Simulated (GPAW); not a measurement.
# HfMoC2 (P4/mmm) in GPAW: a series of runs, part 2 of 2

GPAW 26.7.0. The steps go on from the part before.

## (5) Relaxation of cell and atoms, PBEsol, target pressure 20 GPa, at which the enthalpy is minimised

run.py

```python
from ase import Atoms
from ase.filters import FrechetCellFilter
from ase.io import write
from ase.optimize import BFGS
from ase.units import GPa
from gpaw import GPAW, PW, setup_paths

setup_paths.insert(0, '.')

atoms = Atoms(['Hf', 'Mo', 'C', 'C'],
              cell=[[3.191423, 0.0, 0.0],
                    [0.0, 3.191423, 0.0],
                    [0.0, 0.0, 4.485164]],
              scaled_positions=[[0.0, 0.0, 0.0],
                                [0.5, 0.5, 0.5],
                                [0.5, 0.5, 0.0],
                                [0.0, 0.0, 0.5]],
              pbc=True)

calc = GPAW(mode=PW(800),
            xc='PBEsol',
            kpts={'size': (6, 6, 4), 'gamma': True},
            occupations={'name': 'fermi-dirac', 'width': 0.05},
            nbands=33,
            convergence={'density': 1e-05, 'forces': 0.0001},
            maxiter=150,
            txt='gpaw.txt')
atoms.calc = calc
opt = BFGS(FrechetCellFilter(atoms, scalar_pressure=20 * GPa), trajectory='relax.traj', logfile='-')
done = opt.run(fmax=0.02, steps=60)
calc.write('gs.gpw')
write('result.traj', atoms)
print('Converged:', done)
print('Cell:', atoms.cell.cellpar().round(4))
print('Volume:', round(atoms.get_volume(), 4))
print(atoms.get_scaled_positions().round(5))
```

Potentials or basis: PAW data sets generated in the run's folder for this functional, pw.

Started as:

```bash
$ gpaw-setup -f PBEsol C Hf Mo
$ OMP_NUM_THREADS=1 python run.py
```

gpaw.txt:

```text
__  _  _
 | _ |_)|_||  |
 |__||  | ||/\| - 26.7.0

Input parameters:
  mode=PW(ecut=800.0),
  convergence={'density': 1e-05, 'forces': 0.0001},
  kpts=MonkhorstPack(size=(6, 6, 4), gamma=True),
  maxiter=150,
  nbands=33,
  occupations=Occupations(name='fermi-dirac', width=0.05),
  xc=XC(name='PBEsol')

Diagonalizing LCAO Hamiltonian
Converting LCAO to pw mode
   .-------.
  /|       |
 * |       |
 | |       |
 | |  Mo   |
 C |       |
 | .-------.
 |/   C   /
 Hf------*

Atoms  # Å, Bohr magnetons
|   | symbol |        x |        y |        z |    initial magnetic moments |
|---|--------|----------|----------|----------|-----------------------------|
| 0 |     Hf | 0.000000 | 0.000000 | 0.000000 | ( 0.0000,  0.0000,  0.0000) |
| 1 |     Mo | 1.595711 | 1.595711 | 2.242582 | ( 0.0000,  0.0000,  0.0000) |
| 2 |      C | 1.595711 | 1.595711 | 0.000000 | ( 0.0000,  0.0000,  0.0000) |
| 3 |      C | 0.000000 | 0.000000 | 2.242582 | ( 0.0000,  0.0000,  0.0000) |

Unit cell  # Å
| periodic |        x |        y |        z |  lengths |    angles |
|----------|----------|----------|----------|----------|-----------|
|      yes | 3.191423 | 0.000000 | 0.000000 | 3.191423 | 90.000000 |
|      yes | 0.000000 | 3.191423 | 0.000000 | 3.191423 | 90.000000 |
|      yes | 0.000000 | 0.000000 | 4.485164 | 4.485164 | 90.000000 |

Number of symmetries: 16
Symmetry operations  # r_c * U_cc + t_c -> r_c
|    | kind |            matrix            |
|----|------|------------------------------|
|  0 |  E   |  1, 0, 0,  0, 1, 0,  0, 0, 1 |
|  1 |  σ   |  1, 0, 0,  0, 1, 0,  0, 0,-1 |
|  2 |  σ   |  1, 0, 0,  0,-1, 0,  0, 0, 1 |
|  3 |  C2  |  1, 0, 0,  0,-1, 0,  0, 0,-1 |
|  4 |  σ   |  0, 1, 0,  1, 0, 0,  0, 0, 1 |
|  5 |  C2  |  0, 1, 0,  1, 0, 0,  0, 0,-1 |
|  6 |  C4  |  0, 1, 0, -1, 0, 0,  0, 0, 1 |
|  7 |  S4  |  0, 1, 0, -1, 0, 0,  0, 0,-1 |
|  8 |  C4  |  0,-1, 0,  1, 0, 0,  0, 0, 1 |
[... 225 lines left out ...]
No gap
No difference between direct/indirect transitions

Stress tensor  # eV/Ang^3
|        x |        y |        z |
|----------|----------|----------|
| 0.054604 | 0.000000 | 0.000000 |
| 0.000000 | 0.054604 | 0.000000 |
| 0.000000 | 0.000000 | 0.026520 |

Forces  # eV/Ang
|        x |        y |       z |
|----------|----------|---------|
|  0.00000 | -0.00000 | 0.00000 |  # Hf   0
|  0.00000 |  0.00000 | 0.00000 |  # Mo   1
|  0.00000 |  0.00000 | 0.00000 |  # C    2
| -0.00000 | -0.00000 | 0.00000 |  # C    3

Interpolating wave functions to new cell
   .-------.
  /|       |
 * |       |
 | |  Mo   |
 C |       |
 | .-------.
 |/   C   /
 Hf------*

Atoms  # Å, Bohr magnetons
|   | symbol |         x |         y |        z |    initial magnetic moments |
[... 268 lines left out ...]

            Mo
       C
            C
       Hf

Atoms  # Å, Bohr magnetons
|   | symbol |        x |        y |         z |    initial magnetic moments |
|---|--------|----------|----------|-----------|-----------------------------|
| 0 |     Hf | 0.000000 | 0.000000 |  0.000000 | ( 0.0000,  0.0000,  0.0000) |
| 1 |     Mo | 1.545068 | 1.545068 |  2.183697 | ( 0.0000,  0.0000,  0.0000) |
| 2 |      C | 1.545068 | 1.545068 | -0.000000 | ( 0.0000,  0.0000,  0.0000) |
| 3 |      C | 0.000000 | 0.000000 |  2.183697 | ( 0.0000,  0.0000,  0.0000) |

Unit cell  # Å
| periodic |        x |         y |        z |  lengths |    angles |
|----------|----------|-----------|----------|----------|-----------|
|      yes | 3.090137 | -0.000000 | 0.000000 | 3.090137 | 90.000000 |
|      yes | 0.000000 |  3.090137 | 0.000000 | 3.090137 | 90.000000 |
|      yes | 0.000000 | -0.000000 | 4.367394 | 4.367394 | 90.000000 |

Number of symmetries: 16
Symmetry operations  # r_c * U_cc + t_c -> r_c
|    | kind |            matrix            |
|----|------|------------------------------|
|  0 |  E   |  1, 0, 0,  0, 1, 0,  0, 0, 1 |
|  1 |  σ   |  1, 0, 0,  0, 1, 0,  0, 0,-1 |
|  2 |  σ   |  1, 0, 0,  0,-1, 0,  0, 0, 1 |
|  3 |  C2  |  1, 0, 0,  0,-1, 0,  0, 0,-1 |
|  4 |  σ   |  0, 1, 0,  1, 0, 0,  0, 0, 1 |
|  5 |  C2  |  0, 1, 0,  1, 0, 0,  0, 0,-1 |
|  6 |  C4  |  0, 1, 0, -1, 0, 0,  0, 0, 1 |
|  7 |  S4  |  0, 1, 0, -1, 0, 0,  0, 0,-1 |
|  8 |  C4  |  0,-1, 0,  1, 0, 0,  0, 0, 1 |
[... 249 lines left out ...]
Atoms  # Å, Bohr magnetons
|   | symbol |        x |        y |        z |    initial magnetic moments |
|---|--------|----------|----------|----------|-----------------------------|
| 0 |     Hf | 0.000000 | 0.000000 | 0.000000 | ( 0.0000,  0.0000,  0.0000) |
| 1 |     Mo | 1.548180 | 1.548180 | 2.188126 | ( 0.0000,  0.0000,  0.0000) |
| 2 |      C | 1.548180 | 1.548180 | 0.000000 | ( 0.0000,  0.0000,  0.0000) |
| 3 |      C | 0.000000 | 0.000000 | 2.188126 | ( 0.0000,  0.0000,  0.0000) |

Unit cell  # Å
| periodic |        x |        y |         z |  lengths |    angles |
|----------|----------|----------|-----------|----------|-----------|
|      yes | 3.096359 | 0.000000 |  0.000000 | 3.096359 | 90.000000 |
|      yes | 0.000000 | 3.096359 | -0.000000 | 3.096359 | 90.000000 |
|      yes | 0.000000 | 0.000000 |  4.376252 | 4.376252 | 90.000000 |

Number of symmetries: 16
Symmetry operations  # r_c * U_cc + t_c -> r_c
|    | kind |            matrix            |
|----|------|------------------------------|
|  0 |  E   |  1, 0, 0,  0, 1, 0,  0, 0, 1 |
|  1 |  σ   |  1, 0, 0,  0, 1, 0,  0, 0,-1 |
|  2 |  σ   |  1, 0, 0,  0,-1, 0,  0, 0, 1 |
|  3 |  C2  |  1, 0, 0,  0,-1, 0,  0, 0,-1 |
|  4 |  σ   |  0, 1, 0,  1, 0, 0,  0, 0, 1 |
|  5 |  C2  |  0, 1, 0,  1, 0, 0,  0, 0,-1 |
|  6 |  C4  |  0, 1, 0, -1, 0, 0,  0, 0, 1 |
|  7 |  S4  |  0, 1, 0, -1, 0, 0,  0, 0,-1 |
|  8 |  C4  |  0,-1, 0,  1, 0, 0,  0, 0, 1 |
[... 247 lines left out ...]
Atoms  # Å, Bohr magnetons
|   | symbol |        x |        y |        z |    initial magnetic moments |
|---|--------|----------|----------|----------|-----------------------------|
| 0 |     Hf | 0.000000 | 0.000000 | 0.000000 | ( 0.0000,  0.0000,  0.0000) |
| 1 |     Mo | 1.547904 | 1.547904 | 2.188521 | ( 0.0000,  0.0000,  0.0000) |
| 2 |      C | 1.547904 | 1.547904 | 0.000000 | ( 0.0000,  0.0000,  0.0000) |
| 3 |      C | 0.000000 | 0.000000 | 2.188521 | ( 0.0000,  0.0000,  0.0000) |

Unit cell  # Å
| periodic |        x |         y |         z |  lengths |    angles |
|----------|----------|-----------|-----------|----------|-----------|
|      yes | 3.095809 | -0.000000 | -0.000000 | 3.095809 | 90.000000 |
|      yes | 0.000000 |  3.095809 |  0.000000 | 3.095809 | 90.000000 |
|      yes | 0.000000 |  0.000000 |  4.377041 | 4.377041 | 90.000000 |

Number of symmetries: 16
Symmetry operations  # r_c * U_cc + t_c -> r_c
|    | kind |            matrix            |
|----|------|------------------------------|
|  0 |  E   |  1, 0, 0,  0, 1, 0,  0, 0, 1 |
|  1 |  σ   |  1, 0, 0,  0, 1, 0,  0, 0,-1 |
|  2 |  σ   |  1, 0, 0,  0,-1, 0,  0, 0, 1 |
|  3 |  C2  |  1, 0, 0,  0,-1, 0,  0, 0,-1 |
|  4 |  σ   |  0, 1, 0,  1, 0, 0,  0, 0, 1 |
|  5 |  C2  |  0, 1, 0,  1, 0, 0,  0, 0,-1 |
|  6 |  C4  |  0, 1, 0, -1, 0, 0,  0, 0, 1 |
|  7 |  S4  |  0, 1, 0, -1, 0, 0,  0, 0,-1 |
|  8 |  C4  |  0,-1, 0,  1, 0, 0,  0, 0, 1 |
[... 240 lines left out ...]
            Mo
       C
            C
       Hf

Atoms  # Å, Bohr magnetons
|   | symbol |        x |         y |         z |    initial magnetic moments |
|---|--------|----------|-----------|-----------|-----------------------------|
| 0 |     Hf | 0.000000 |  0.000000 |  0.000000 | ( 0.0000,  0.0000,  0.0000) |
| 1 |     Mo | 1.546940 |  1.546940 |  2.191036 | ( 0.0000,  0.0000,  0.0000) |
| 2 |      C | 1.546940 |  1.546940 | -0.000000 | ( 0.0000,  0.0000,  0.0000) |
| 3 |      C | 0.000000 | -0.000000 |  2.191036 | ( 0.0000,  0.0000,  0.0000) |

Unit cell  # Å
| periodic |        x |         y |         z |  lengths |    angles |
|----------|----------|-----------|-----------|----------|-----------|
|      yes | 3.093879 |  0.000000 | -0.000000 | 3.093879 | 90.000000 |
|      yes | 0.000000 |  3.093879 | -0.000000 | 3.093879 | 90.000000 |
|      yes | 0.000000 | -0.000000 |  4.382071 | 4.382071 | 90.000000 |

Number of symmetries: 16
Symmetry operations  # r_c * U_cc + t_c -> r_c
|    | kind |            matrix            |
|----|------|------------------------------|
|  0 |  E   |  1, 0, 0,  0, 1, 0,  0, 0, 1 |
|  1 |  σ   |  1, 0, 0,  0, 1, 0,  0, 0,-1 |
|  2 |  σ   |  1, 0, 0,  0,-1, 0,  0, 0, 1 |
|  3 |  C2  |  1, 0, 0,  0,-1, 0,  0, 0,-1 |
|  4 |  σ   |  0, 1, 0,  1, 0, 0,  0, 0, 1 |
|  5 |  C2  |  0, 1, 0,  1, 0, 0,  0, 0,-1 |
|  6 |  C4  |  0, 1, 0, -1, 0, 0,  0, 0, 1 |
|  7 |  S4  |  0, 1, 0, -1, 0, 0,  0, 0,-1 |
|  8 |  C4  |  0,-1, 0,  1, 0, 0,  0, 0, 1 |
[... 232 lines left out ...]
Forces  # eV/Ang
|        x |       y |       z |
|----------|---------|---------|
| -0.00000 | 0.00000 | 0.00000 |  # Hf   0
| -0.00000 | 0.00000 | 0.00000 |  # Mo   1
| -0.00000 | 0.00000 | 0.00000 |  # C    2
|  0.00000 | 0.00000 | 0.00000 |  # C    3

# Writing to gs.gpw (mode='')
```

Run time: 3.4 min. Hardware: 1 thread of Arm Neoverse V2, shared host; peak memory 0.31 GiB.

Results:

```
Free energy                                            : -40.9548 eV
Relaxed volume                                         : 10.49 Å³/atom
Relaxed cell                                           : a = 3.094 Å, b = 3.094 Å, c = 4.382 Å, α = 90.00°, β = 90.00°, γ = 90.00°
Space group after relaxing (to 0.05 Å)                 : P4/mmm (No. 123)
Energy change on relaxing (the enthalpy is what falls) : +32.2 meV/atom
Ionic steps                                            : 6
Pressure after relaxing                                : 20.0 GPa
Band gap on the k mesh                                 : none (metal or under the smearing width)
```

The path:
```tsv
step	energy change (eV)	largest force (eV/Å)	pressure (GPa)	volume (Å³)
1	0.0000	0.0000	-7.25	45.68
2	-0.0251	0.0000	-1.45	44.74
3	0.1616	0.0000	22.23	41.70
4	0.1279	0.0000	19.93	41.96
5	0.1288	0.0000	20.00	41.95
6	0.1290	0.0000	20.05	41.95
```

Final structure:
```
Hf Mo C
1.0
     3.09388    0.00000    0.00000
     0.00000    3.09388    0.00000
     0.00000    0.00000    4.38207
Hf Mo C
1 1 2
Direct
  0.00000 0.00000 0.00000
  0.50000 0.50000 0.50000
  0.50000 0.50000 0.00000
  0.00000 0.00000 0.50000
```

Levels at points of the mesh, in eV from the Fermi level:
```csv
k point,band 13,band 14,band 15,band 16,band 17,band 18,band 19,band 20,band 21,band 22
"(0.00, 0.00, 0.00)",-1.52,-1.52,-1.26,-1.26,-0.59,-0.42,0.04,0.21,0.21,0.46
"(0.00, 0.00, 0.50)",-3.99,-2.23,-2.23,-1.93,-1.93,-1.72,-0.30,2.38,2.38,4.26
"(0.50, 0.00, 0.00)",-5.39,-4.64,-4.12,-3.96,-0.43,1.13,2.46,3.45,3.59,4.53
"(0.50, 0.00, 0.50)",-5.73,-5.61,-4.68,-4.68,1.18,1.21,2.04,4.93,5.77,5.90
"(0.50, 0.50, 0.00)",-3.97,-3.97,-1.26,-1.01,-0.95,-0.95,1.25,1.63,2.90,4.38
"(0.50, 0.50, 0.50)",-4.65,-4.55,-4.34,-4.34,1.30,1.30,1.64,3.10,3.10,4.11
```

Caveat: later steps reuse the first step's grids. Spin-orbit coupling is left out, which matters for the levels of Hf.

## (6) Relaxation of cell and atoms, PBEsol, target pressure 30 GPa, at which the enthalpy is minimised

run.py, as its differences from that of step 5:

```diff
@@ -28,3 +28,3 @@
 atoms.calc = calc
-opt = BFGS(FrechetCellFilter(atoms, scalar_pressure=20 * GPa), trajectory='relax.traj', logfile='-')
+opt = BFGS(FrechetCellFilter(atoms, scalar_pressure=30 * GPa), trajectory='relax.traj', logfile='-')
 done = opt.run(fmax=0.02, steps=60)
```

Potentials or basis: PAW data sets generated in the run's folder for this functional, pw.

Started as:

```bash
$ gpaw-setup -f PBEsol C Hf Mo
$ OMP_NUM_THREADS=1 python run.py
```

It took 3.7 min on 1 thread of Arm Neoverse V2, shared host; peak memory 0.32 GiB.

It converged, with:

| Quantity | Value |
| --- | --- |
| Free energy | -40.7890 eV |
| Relaxed volume | 10.22 Å³/atom |
| Relaxed cell | a = 3.068 Å, b = 3.068 Å, c = 4.344 Å, α = 90.00°, β = 90.00°, γ = 90.00° |
| Space group after relaxing (to 0.05 Å) | P4/mmm (No. 123) |
| Energy change on relaxing (the enthalpy is what falls) | +73.8 meV/atom |
| Ionic steps | 7 |
| Pressure after relaxing | 30.1 GPa |
| Band gap on the k mesh | none (metal or under the smearing width) |

Stress tensor (GPa, compression positive):
```
30.09  0.00  0.00
 0.00 30.09  0.00
 0.00  0.00 30.17
```

The path:
```tsv
step	energy change (eV)	largest force (eV/Å)	pressure (GPa)	volume (Å³)
1	0.0000	0.0000	-7.25	45.68
2	-0.0252	0.0000	0.81	44.40
3	0.3671	0.0000	33.80	40.54
4	0.2892	0.0000	29.77	40.92
5	0.2934	0.0000	30.00	40.90
6	0.2969	0.0000	30.20	40.88
7	0.2951	0.0000	30.11	40.89
```

Final structure:
```xyz
4
Lattice="3.0682 0.0000 0.0000 0.0000 3.0682 0.0000 0.0000 0.0000 4.3437" Properties=species:S:1:pos:R:3 pbc="T T T"
Hf    0.0000    0.0000    0.0000
Mo    1.5341    1.5341    2.1718
C     1.5341    1.5341    0.0000
C     0.0000    0.0000    2.1718
```

Levels at points of the mesh, in eV from the Fermi level:
```csv
k point,band 15,band 16,band 17,band 18,band 19,band 20
"(0.00, 0.00, 0.00)",-1.27,-1.27,-0.63,-0.42,0.02,0.21
"(0.00, 0.00, 0.50)",-2.27,-1.99,-1.99,-1.82,-0.29,2.47
"(0.50, 0.00, 0.00)",-4.20,-4.07,-0.43,1.20,2.55,3.49
"(0.50, 0.00, 0.50)",-4.81,-4.81,1.24,1.28,2.14,5.07
"(0.50, 0.50, 0.00)",-1.27,-0.99,-0.93,-0.93,1.32,1.72
"(0.50, 0.50, 0.50)",-4.40,-4.40,1.38,1.38,1.72,3.15
```

Caveat: later steps reuse the first step's grids. The run has no spin-orbit coupling, so splittings on Hf are missing.

## (7) Summary

```csv
cell,target pressure,gap on the mesh (eV),pressure (GPa)
relaxed to 2 GPa,2 GPa,none,1.8
relaxed to 5 GPa,5 GPa,none,4.8
relaxed to 10 GPa,10 GPa,none,9.9
relaxed to 20 GPa,20 GPa,none,20.0
relaxed to 30 GPa,30 GPa,none,30.1
```

Alike in all rows: task relaxation of cell and atoms; level PBEsol; potentials or basis PAW data sets generated in the run's folder for this functional, pw; no spin polarisation; k mesh 6 × 6 × 4; cutoff (eV) 800; smearing fermi-dirac 0.05 eV.

Caveats: later steps reuse the first step's grids.

Total energies depend on the potentials used, so only differences within one code and one set of settings carry meaning.
